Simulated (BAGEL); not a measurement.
# C2H2FSi (SMILES C#C[SiH]F) at UHF/STO-3G (density fitting with qzvpp-jkfit)

Aim: the vertical doublet–quartet gap of C2H2FSi at UHF/STO-3G (density fitting with qzvpp-jkfit), from 2 runs. 

Program for the calculation: BAGEL 1.2.2.

1 further run of the same task is left out (set aside as unsound or not needed). Runs told in other sessions of the task aren't counted.

## 1. The structure to begin with

C2H2FSi: 6 atoms, total charge 0, spin state doublet. SMILES: `C#C[SiH]F`. The shape is that of a PBE0-D4/def2-TZVP optimisation.

Bond lengths: C1–C2 1.209 Å, C2–Si3 1.806 Å, Si3–F4 1.599 Å, C1–H5 1.066 Å, Si3–H6 1.485 Å. Angles: C1–C2–Si3 173.2°, C2–Si3–F4 109.8°, C2–C1–H5 179.1°, C2–Si3–H6 111.2°, F4–Si3–H6 108.3°.

## 2. A single-point energy at UHF/STO-3G (density fitting with qzvpp-jkfit)

job.json

```json
{ "bagel": [

{
  "title": "molecule",
  "basis": "sto-3g",
  "df_basis": "qzvpp-jkfit",
  "angstrom": true,
  "geometry": [
    { "atom": "C", "xyz": [       0.118100,      -0.680000,      -1.605700 ] },
    { "atom": "C", "xyz": [       0.120400,      -0.213700,      -0.490100 ] },
    { "atom": "Si", "xyz": [       0.338300,       0.466700,       1.168800 ] },
    { "atom": "F", "xyz": [      -0.478000,      -0.412300,       2.226800 ] },
    { "atom": "H", "xyz": [       0.100300,      -1.089200,      -2.590300 ] },
    { "atom": "H", "xyz": [      -0.157100,       1.864400,       1.244300 ] }
  ]
},

{
  "title": "uhf",
  "nopen": 1
},

{
  "title": "print",
  "file": "orbitals.molden",
  "orbitals": true
}

]}
```

Command:

```
$ BAGEL_NUM_THREADS=1 BAGEL job.json > job.out
```

Output:

```text
* using 1 threads per process

  ===============================================================
  ===============================================================

  *** Geometry ***

  { "atom" : "C", "xyz" : [      0.223177,     -1.285014,     -3.034333 ] },
  { "atom" : "C", "xyz" : [      0.227523,     -0.403834,     -0.926155 ] },
  { "atom" : "Si", "xyz" : [      0.639294,      0.881935,      2.208712 ] },
  { "atom" : "F", "xyz" : [     -0.903289,     -0.779134,      4.208042 ] },
  { "atom" : "H", "xyz" : [      0.189540,     -2.058290,     -4.894958 ] },
  { "atom" : "H", "xyz" : [     -0.296876,      3.523205,      2.351386 ] },

  Number of auxiliary basis functions:      391

  Since a DF basis is specified, we compute 2- and 3-index integrals:
    o Being stored without compression. Storage requirement is 0.002 GB

  Number of basis functions:       26
  Number of electrons      :       37

    * METHOD: MOLECULE                             0.10

  *** Open-shell HF ***

  === Nuclear Repulsion ===
   130.5760007012

      * DIIS with orbital gradients will be used.

  === UHF iteration (sto-3g) ===
      0       -459.42622928          0.02663976           0.02
      1       -459.49490612          0.00693007           0.02
      2       -459.50045562          0.00334665           0.02
      3       -459.50145250          0.00173884           0.02
      4       -459.50194108          0.00054593           0.02
      5       -459.50218557          0.00018546           0.02
      6       -459.50240527          0.00011615           0.02
      7       -459.50256277          0.00010553           0.02
      8       -459.50320020          0.00008240           0.02
      9       -459.50376942          0.00006964           0.02
     10       -459.50430878          0.00005680           0.02
     11       -459.50487031          0.00003299           0.02
     12       -459.50483521          0.00002852           0.02
     13       -459.50505310          0.00002142           0.02
     14       -459.50505771          0.00001552           0.02
     15       -459.50515964          0.00001086           0.02
     16       -459.50516415          0.00000787           0.03
     17       -459.50517039          0.00000371           0.02
     18       -459.50517038          0.00000091           0.02
     19       -459.50517039          0.00000025           0.02
     20       -459.50517039          0.00000010           0.03
     21       -459.50517039          0.00000007           0.02
     22       -459.50517040          0.00000004           0.02
     23       -459.50517040          0.00000002           0.02
     24       -459.50517040          0.00000001           0.02
    * SCF iteration converged.

    * S^2 (UHF) is 0.9912

    * Permanent dipole moment:
           (   -0.489853,    -0.226898,     0.070392) a.u.

    * METHOD: UHF                                  0.68

    * METHOD: PRINT                                0.00

  ===============================================================
```

Wall time 0.93 s (1 thread of Arm Neoverse V1, shared host); peak memory 0.082 GiB.

## 3. The quartet, same level

job.json

```json
{ "bagel" : [

{
  "title" : "molecule",
  "basis" : "sto-3g",
  "df_basis" : "qzvpp-jkfit",
  "angstrom" : true,
  "geometry" : [
    { "atom" : "C", "xyz" : [       0.118100,      -0.680000,      -1.605700 ] },
    { "atom" : "C", "xyz" : [       0.120400,      -0.213700,      -0.490100 ] },
    { "atom" : "Si", "xyz" : [       0.338300,       0.466700,       1.168800 ] },
    { "atom" : "F", "xyz" : [      -0.478000,      -0.412300,       2.226800 ] },
    { "atom" : "H", "xyz" : [       0.100300,      -1.089200,      -2.590300 ] },
    { "atom" : "H", "xyz" : [      -0.157100,       1.864400,       1.244300 ] }
  ]
},

{
  "title" : "uhf",
  "nopen" : 3
},

{
  "title" : "print",
  "file" : "orbitals.molden",
  "orbitals" : true
}

]}
```

Command:

```
$ BAGEL_NUM_THREADS=1 BAGEL job.json > job.out
```

Output:

```text
* using 1 threads per process

  ===============================================================
  ===============================================================

  *** Geometry ***

  { "atom" : "C", "xyz" : [      0.223177,     -1.285014,     -3.034333 ] },
  { "atom" : "C", "xyz" : [      0.227523,     -0.403834,     -0.926155 ] },
  { "atom" : "Si", "xyz" : [      0.639294,      0.881935,      2.208712 ] },
  { "atom" : "F", "xyz" : [     -0.903289,     -0.779134,      4.208042 ] },
  { "atom" : "H", "xyz" : [      0.189540,     -2.058290,     -4.894958 ] },
  { "atom" : "H", "xyz" : [     -0.296876,      3.523205,      2.351386 ] },

  Number of auxiliary basis functions:      391

  Since a DF basis is specified, we compute 2- and 3-index integrals:
    o Being stored without compression. Storage requirement is 0.002 GB

  Number of basis functions:       26
  Number of electrons      :       37

    * METHOD: MOLECULE                             0.10

  *** Open-shell HF ***

  === Nuclear Repulsion ===
   130.5760007012

      * DIIS with orbital gradients will be used.

  === UHF iteration (sto-3g) ===
      0       -459.20370552          0.02568950           0.02
      1       -459.28546168          0.00739582           0.02
      2       -459.29514117          0.00276527           0.02
      3       -459.29744368          0.00157552           0.02
      4       -459.29874058          0.00095618           0.02
      5       -459.29940507          0.00063424           0.02
      6       -459.29996282          0.00028090           0.02
      7       -459.30012087          0.00014012           0.02
      8       -459.30020050          0.00007669           0.02
      9       -459.30023064          0.00006727           0.02
     10       -459.30025334          0.00006182           0.02
     11       -459.30028124          0.00005383           0.02
     12       -459.30029855          0.00004621           0.02
     13       -459.30030362          0.00004190           0.02
     14       -459.30030507          0.00003956           0.02
     15       -459.30030762          0.00003543           0.02
     16       -459.30031206          0.00002646           0.02
     17       -459.30031411          0.00001908           0.02
     18       -459.30031490          0.00001224           0.02
     19       -459.30031538          0.00000768           0.02
     20       -459.30031570          0.00000580           0.02
     21       -459.30031604          0.00000400           0.02
     22       -459.30031629          0.00000278           0.03
     23       -459.30031641          0.00000203           0.02
     24       -459.30031644          0.00000173           0.02
     25       -459.30031645          0.00000159           0.02
     26       -459.30031645          0.00000143           0.02
     27       -459.30031646          0.00000106           0.02
     28       -459.30031646          0.00000070           0.02
     29       -459.30031646          0.00000057           0.02
     30       -459.30031646          0.00000051           0.02
     31       -459.30031646          0.00000038           0.02
     32       -459.30031647          0.00000014           0.02
     33       -459.30031647          0.00000010           0.03
     34       -459.30031647          0.00000008           0.03
     35       -459.30031647          0.00000007           0.02
     36       -459.30031647          0.00000005           0.02
     37       -459.30031647          0.00000003           0.02
     38       -459.30031647          0.00000003           0.02
     39       -459.30031647          0.00000003           0.02
     40       -459.30031647          0.00000002           0.02
     41       -459.30031647          0.00000002           0.02
     42       -459.30031647          0.00000001           0.02
     43       -459.30031647          0.00000001           0.02
     44       -459.30031647          0.00000001           0.02
    * SCF iteration converged.

    * S^2 (UHF) is 3.8191

    * Permanent dipole moment:
           (   -0.474249,    -0.189283,     0.160429) a.u.

    * METHOD: UHF                                  1.17

    * METHOD: PRINT                                0.00

  ===============================================================
```

Wall time 1.4 s (1 thread of Arm Neoverse V1, shared host); peak memory 0.082 GiB.

## 4. Summary of results

Level: UHF/STO-3G (density fitting with qzvpp-jkfit).

| quantity | value |
| --- | --- |
| doublet: total energy | -459.50517 Eh |
| doublet: dipole moment | 1.38 D |
| doublet: ⟨S²⟩ | 0.991 |
| quartet: total energy | -459.30032 Eh |
| quartet: dipole moment | 1.36 D |
| quartet: ⟨S²⟩ | 3.819 |
| vertical energy of the quartet above the doublet | 5.574 eV |

At this shape the quartet lies 5.57 eV (129 kcal/mol) above the doublet. In a minimal basis such a difference can be off by several eV, whatever the method. ⟨S²⟩ (doublet) is 0.99 where a pure doublet has 0.75: the reference is spin-contaminated.
